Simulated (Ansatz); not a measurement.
# RPA@LC-wPBE/x2c-SVPall (sfX2C) run of H4Sn (SMILES [SnH4])

Aim: the vertical ionisation energy of H4Sn at RPA@LC-wPBE/x2c-SVPall (sfX2C), from 2 runs. 

The calculation is run with Ansatz 0.2.0.

**1. The system as given**

The species is H4Sn (5 atoms), typed as a singlet with charge 0. As SMILES, `[SnH4]`. The shape comes from a force field and isn't a relaxed structure.

Bond lengths: Sn1–H2 1.695 Å, Sn1–H3 1.828 Å, Sn1–H4 1.731 Å, Sn1–H5 1.767 Å. Angles: H2–Sn1–H3 110.1°, H2–Sn1–H4 111.7°, H2–Sn1–H5 111.7°, H3–Sn1–H4 109.3°, H3–Sn1–H5 106.9°, H4–Sn1–H5 107.1°.

**2. The energy at RPA@LC-wPBE/x2c-SVPall (sfX2C)**

Input file molecule.yaml:

```yaml
crystal:
  periodic: [false, false, false]
  atoms:
    - {symbol: Sn, position_ang: [0.040800, -0.051100, 0.008400]}
    - {symbol: H, position_ang: [0.848400, -0.895100, 1.237000]}
    - {symbol: H, position_ang: [-1.634000, 0.422800, 0.568500]}
    - {symbol: H, position_ang: [-0.085900, -0.993800, -1.437300]}
    - {symbol: H, position_ang: [0.880500, 1.443600, -0.418000]}
basis:
  gaussian: {orbitals: x2c-SVPall.json}
hamiltonian: {xc: {name: LC-wPBE}}
correlation: {method: rpa, electrons: outside_noble_gas}
output: {orbitals: {seedname: orbitals}}
```

The basis set x2c-SVPall is read from a file made from the Basis Set Exchange's data (not shown).

Run with:

```sh
$ ansatz run molecule.yaml --threads 1 --pin off --max-ram 2610MiB --events-out events.jsonl --progress --plain --runs-dir runs
```

The log of the run:

```text
Warning: RAYON_NUM_THREADS=1 ignored (pool sized by the plan → 1); use --threads N
Functional definition: LC-wPBE
  name "LC-wPBE"
  parameter omega = 0.4/bohr
  exchange = pbe_x_sr(omega) + exact_x_lr(omega)
  correlation = pbe_c
711 factors; integrals over basis functions are off by at most 4.0e-4 eV
193 factors; integrals over basis functions are off by at most 1.9e-5 eV
mean field evaluation 1: about -168108.2940 eV, gradient 7.0e0 eV
mean field evaluation 2: about -168108.2928 eV, gradient 7.0e0 eV
mean field evaluation 4: about -168108.5290 eV, gradient 7.0e-1 eV
mean field evaluation 8: about -168108.5316 eV, gradient 1.8e-3 eV
mean field -168108.53162865 eV, -6177.8745892976 hartree, gradient 2.8e-6 eV, S^2 0.000000; 0 other end points of the search recorded, 0 dependent functions left out
23 core orbitals not correlated: weight in the atoms' cores, before any rotation towards them, 0.997 or more for the frozen orbitals, at most 0.002 for the correlated occupied ones
reference -168043.91432697 eV, -6175.4999472599 hartree; 4, 4 occupied and 29, 29 virtual orbitals, 711 factors
Total energy: -168048.46745169 eV, -6175.6672715073 hartree
Relativity: scalar
```

Wall time 1.1 s (1 thread of AMD EPYC 9R45 (Zen 5), shared host); peak memory 0.12 GiB.

**3. The doublet cation**

Changes to molecule.yaml since step 2:

```diff
@@ -1 +1,3 @@
+basis:
+  gaussian: {orbitals: x2c-SVPall.json}
 crystal:
@@ -8,4 +10,4 @@
     - {symbol: H, position_ang: [0.880500, 1.443600, -0.418000]}
-basis:
-  gaussian: {orbitals: x2c-SVPall.json}
+total_charge: 1
+magnetization: {spin_polarized: false, initial_magnetization: 1}
 hamiltonian: {xc: {name: LC-wPBE}}
```

The basis set x2c-SVPall is read from a file made from the Basis Set Exchange's data (not shown).

Run with:

```sh
$ ansatz run molecule.yaml --threads 1 --pin off --max-ram 2610MiB --events-out events.jsonl --progress --plain --runs-dir runs
```

The log of the run (excerpt; [...] marks lines left out):

```text
Warning: RAYON_NUM_THREADS=1 ignored (pool sized by the plan → 1); use --threads N
[... 2 set-up lines as earlier in the session ...]
[...]
711 factors; integrals over basis functions are off by at most 4.0e-4 eV
193 factors; integrals over basis functions are off by at most 1.9e-5 eV
[...]
mean field -168097.04637537 eV, -6177.4525140244 hartree, gradient 9.2e-6 eV, S^2 0.750000; 2 other end points of the search recorded, 0 dependent functions left out
[...]
23 core orbitals not correlated: weight in the atoms' cores, before any rotation towards them, 0.995 or more for the frozen orbitals, at most 0.003 for the correlated occupied ones
reference -168033.26561973 eV, -6175.1086144869 hartree; 4, 3 occupied and 29, 30 virtual orbitals, 711 factors
Total energy: -168037.18970099 eV, -6175.2528218133 hartree
Relativity: scalar
```

Run time: 3.9 s. Hardware: 1 thread of AMD EPYC 9R45 (Zen 5), shared host; peak memory 0.18 GiB.

**4. Summary of results**

Level: RPA@LC-wPBE/x2c-SVPall (sfX2C), 23 core orbitals frozen.

| quantity | value |
| --- | --- |
| singlet H4Sn: total energy | -6175.66727 Eh |
| singlet H4Sn: HOMO energy (LC-wPBE Kohn–Sham orbitals) | -11.58 eV |
| singlet H4Sn: LUMO energy (LC-wPBE Kohn–Sham orbitals) | 2.75 eV |
| singlet H4Sn: HOMO–LUMO gap (LC-wPBE Kohn–Sham orbitals) | 14.34 eV |
| singlet H4Sn: RPA correlation energy (valence) | -167.3 mEh |
| doublet cation: total energy | -6175.25282 Eh |
| doublet cation: RPA correlation energy (valence) | -144.2 mEh |
| doublet cation: ⟨S²⟩ | 0.750 |
| vertical ionisation energy (to the doublet cation) | 11.278 eV |

Removing an electron at fixed nuclei costs 11.28 eV (260 kcal/mol).
